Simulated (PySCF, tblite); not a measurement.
# C4H13BFN: geometry, infrared bands and NMR shifts

Wanted: the infrared bands and NMR shifts of C4H13BFN (`[BH3-][N@H+](C)CCCF`), by calculation.

Programs: tblite 0.8.0 and PySCF 2.14.0, with density-fitted response routines of our own. Each step states its level of theory. These are calculated values for one molecule in the gas phase, unless marked as measured. Atoms are numbered from 0 throughout.

**1. Starting geometry**

20 atoms, charge 0, multiplicity 1; geometry from: force field or distance geometry start.

Bonds of the start (Å): B0–N1 1.54, N1–C2 1.45, N1–C3 1.43, C3–C4 1.48, C4–C5 1.48, C5–F6 1.38, B0–H7 1.19, B0–H8 1.19, B0–H9 1.20, N1–H10 1.03, C2–H11 1.11, C2–H12 1.13, C2–H13 1.11, C3–H14 1.12, C3–H15 1.11, C4–H16 1.12, C4–H17 1.13, C5–H18 1.13, C5–H19 1.12.

**2. Relaxing the molecule with GFN2-xTB**

What the job is given:

```
{"job": {"kind": "relax", "xc": "GFN2-xTB", "basis": "xTB"}, "charge": 0, "multiplicity": 1}
B     -1.176600     0.267600     1.453200
N     -0.698100     0.415900    -0.003500
C     -1.908800     0.417200    -0.799000
C      0.052400    -0.745200    -0.383600
C      1.462700    -0.521100    -0.783200
C      2.360200     0.100500     0.218200
F      1.978300     1.349100     0.657800
H     -1.353800    -0.876200     1.709200
H     -0.444800     0.762700     2.250700
H     -2.249500     0.802200     1.561600
H     -0.184500     1.305600    -0.122900
H     -1.673500     0.750800    -1.828900
H     -2.655700     1.084100    -0.275800
H     -2.325200    -0.615000    -0.769700
H     -0.065900    -1.520100     0.412900
H     -0.458500    -1.193000    -1.259900
H      1.472100     0.059700    -1.736100
H      1.897300    -1.527300    -1.068200
H      3.347000     0.275200    -0.304800
H      2.619500    -0.582000     1.069100
```

Command:

```bash
$ OMP_NUM_THREADS=1 python probes_run.py task.json out
```

This one command runs all jobs of the session in turn.

**Question.** This job is followed by: GFN2-xTB harmonic vibrations, gas phase; GIAO PBE0/pcSseg-1 NMR shielding, non-relativistic, gas phase. What will the session give for the following? strongest single infrared mode (GFN2-xTB); zero-point energy (GFN2-xTB); 13C shifts against TMS (PBE0/pcSseg-1); 1H shifts against TMS (PBE0/pcSseg-1, means over atoms taken as alike); 11B shifts against BF3·OEt2 (PBE0/pcSseg-1); 15N shifts against NH3 (PBE0/pcSseg-1); 19F shifts against CFCl3 (PBE0/pcSseg-1); surface potential, 1st and 99th percentile.

As calculated:

```
                                                              quantity                                                     value
                             strongest single infrared mode (GFN2-xTB)                                     2418 cm⁻¹, 309 km/mol
                                          zero-point energy (GFN2-xTB)                                            108.3 kcal/mol
                                13C shifts against TMS (PBE0/pcSseg-1)                                88.9, 58.4, 39.3, 30.4 ppm
1H shifts against TMS (PBE0/pcSseg-1, means over atoms taken as alike)  5.08, 4.79, 3.34, 3.15, 2.64, 2.52, 2.31, 1.96, 1.24 ppm
                           11B shifts against BF3·OEt2 (PBE0/pcSseg-1)                                                 -17.9 ppm
                                15N shifts against NH3 (PBE0/pcSseg-1)                                                  55.7 ppm
                              19F shifts against CFCl3 (PBE0/pcSseg-1)                                                -249.1 ppm
                                 surface potential, 1st and 99th percentile                                        -1.72 V and 1.54 V
```

In words: Relaxing lowered the energy by 1.045 eV in 134 steps; the close pair that moved most is B0–N1, from 1.540 to 1.646 Å. All 54 modes are real, so the xTB geometry is a minimum. The strongest single mode, at 2418 cm⁻¹, moves mainly H8. GFN2-xTB is a fitted tight-binding method: band positions and strengths are rough. Its intensities can rank the bands wrongly. C5 (sp3 CH2 bonded to F) lies farthest downfield among carbon, at 88.9 ppm; pulled downfield by the heteroatom.
